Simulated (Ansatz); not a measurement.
# BFH3O2: the cost of one run

Program: Ansatz 0.2.0. Level of theory: UHF/def2-SVP. These are calculated values, not measurements.

## Step 1: The system as given

Bond lengths: B1–O3 1.410 Å, O3–H4 1.010 Å, B1–O5 1.410 Å, O5–H6 1.010 Å. Angles: B1–O3–H4 109.5°, O3–B1–O5 120.0°, B1–O5–H6 109.5°.

As a file:

```xyz
7

B     0.0000    0.0000    0.0000
H     0.0000    0.0000    1.4400
O     1.2211    0.0000   -0.7050
H     1.5209   -0.9519   -0.8599
O    -1.2211    0.0000   -0.7050
H    -1.7308   -0.8467   -0.4965
F     0.0000    0.0000    2.6600
```

## Step 2: Pulling towards end A

Springs on the bonds that form and break draw the guess towards this end; the thresholds are loose.

Contents of input.yaml:

```yaml
crystal:
  periodic: [false, false, false]
  atoms:
    - { symbol: B, position_ang: [0.0, 0.0, 0.0] }
    - { symbol: H, position_ang: [0.0, 0.0, 1.44] }
    - { symbol: O, position_ang: [1.2211, 0.0, -0.705] }
    - { symbol: H, position_ang: [1.5209, -0.9519, -0.8599] }
    - { symbol: O, position_ang: [-1.2211, 0.0, -0.705] }
    - { symbol: H, position_ang: [-1.7308, -0.8467, -0.4965] }
    - { symbol: F, position_ang: [0.0, 0.0, 2.66] }
magnetization:
  spin_polarized: true
  initial_magnetization: 1
basis:
  gaussian: { orbitals: def2-SVP }
hamiltonian:
  xc: hf
relax:
  f_tol: 0.15
  max_steps: 25
  restrain:
    - { distance: [1, 6], at: 2.12, k: 30.0 }
    - { distance: [0, 1], at: 1.19, k: 30.0 }
```

Launch:

```console
$ ansatz run input.yaml --threads 1 --pin off --max-ram 2048MiB --backend cpu --events-out ev --progress --plain --runs-dir out
```

Q: Estimate wall time and peak memory on 1 thread of Arm Neoverse V2, shared host.

About 15 s, with a peak of 0.14 GiB.
